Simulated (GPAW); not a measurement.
Pt:

```
CELL_PARAMETERS angstrom
0.00000 1.96180 1.96180
1.96180 0.00000 1.96180
1.96180 1.96180 0.00000
ATOMIC_POSITIONS crystal
Pt 0.00000 0.00000 0.00000
```

Program: GPAW 26.7.0. Alike in all runs: task band structure; spin SOC, no magnetisation; cell as given; k mesh 16 × 16 × 16; cutoff (eV) 600; smearing fermi-dirac 0.05 eV.

Task: Order these runs on this cell by their pressure, lowest first.
A. level LDA; potentials or basis the program's PAW data sets (release 1.2.1) made for this functional, pw; band points 100; spin axis theta (degrees) 54.7; spin axis phi (degrees) 45
B. level r2SCAN; potentials or basis GPAW PAW data sets (gpaw-data 1.2.1), pw; band points 60; spin axis theta (degrees) 90; spin axis phi (degrees) 0
C. level PBE; potentials or basis GPAW PAW data sets (gpaw-data 1.2.1), pw; band points 100; spin axis theta (degrees) 54.7; spin axis phi (degrees) 45

Result: A (-7.6 GPa), B (5.6 GPa), C (9.2 GPa).

Caveats: spin-orbit coupling was added after a scalar SCF, so levels and gaps hold it while energy, forces, pressure and moments don't; the PAW data sets were made with another functional, which shifts forces and pressure a little (some runs).

Not every run made on this cell is shown here.
